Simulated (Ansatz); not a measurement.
# H4HfO2Se2: the cost of one run

Method: the settings change from run to run; program: Ansatz 0.2.0, Gaussian basis.

## Step 1: The molecule

An earlier PBE0-D4 in a triple-zeta def2 set relaxation fixed the geometry. Hf takes a core potential in def2 sets; no spin-orbit term is included.

SMILES `[OH][Hf]([OH])([SeH])[SeH]`, 9 atoms, charge 0, spin multiplicity 1.

Atoms are counted from 1 here; the program's logs count them from 0.

Bond lengths: O1–Hf2 1.903 Å, O1–H6 0.952 Å, Hf2–O3 1.897 Å, Hf2–Se4 2.599 Å, Hf2–Se5 2.595 Å, O3–H7 0.952 Å, Se4–H8 1.471 Å, Se5–H9 1.472 Å. Angles: Hf2–O1–H6 164.5°, O1–Hf2–O3 116.6°, O1–Hf2–Se4 106.5°, O1–Hf2–Se5 109.7°, O3–Hf2–Se4 108.8°, O3–Hf2–Se5 103.6°, Se4–Hf2–Se5 111.7°, Hf2–O3–H7 166.9°, Hf2–Se4–H8 88.6°, Hf2–Se5–H9 89.8°.

## Step 2: CAM-B3LYP/def2-SVP

This run has D3(BJ) dispersion, relativity set to none.

in.yaml

```yaml
crystal:
  periodic: [false, false, false]
  atoms:
    - {symbol: O, position_ang: [-1.637496, -0.505488, 0.006790]}
    - {symbol: Hf, position_ang: [0.212530, -0.103107, -0.187041]}
    - {symbol: O, position_ang: [1.115468, -0.932721, -1.634858]}
    - {symbol: Se, position_ang: [0.384219, 2.475805, -0.461639]}
    - {symbol: Se, position_ang: [1.513190, -0.932540, 1.899564]}
    - {symbol: H, position_ang: [-2.488981, -0.931729, 0.006177]}
    - {symbol: H, position_ang: [1.367317, -1.390057, -2.431358]}
    - {symbol: H, position_ang: [-0.997499, 2.584989, 0.032266]}
    - {symbol: H, position_ang: [0.531254, -0.265172, 2.770100]}
basis:
  gaussian: {orbitals: def2-SVP}
hamiltonian: {xc: {name: CAM-B3LYP}, dispersion: d3bj, pseudopotentials: {relativity: none}}
output: {forces: true}
```

Launch:

```sh
$ ansatz run in.yaml --threads 4 --pin off --events-out ev --progress --plain --max-ram 10444MiB
```

Q: Estimate wall time and peak memory on 4 threads of Arm Neoverse V2, shared host.

About 3.4 s, with a peak of 0.54 GiB.
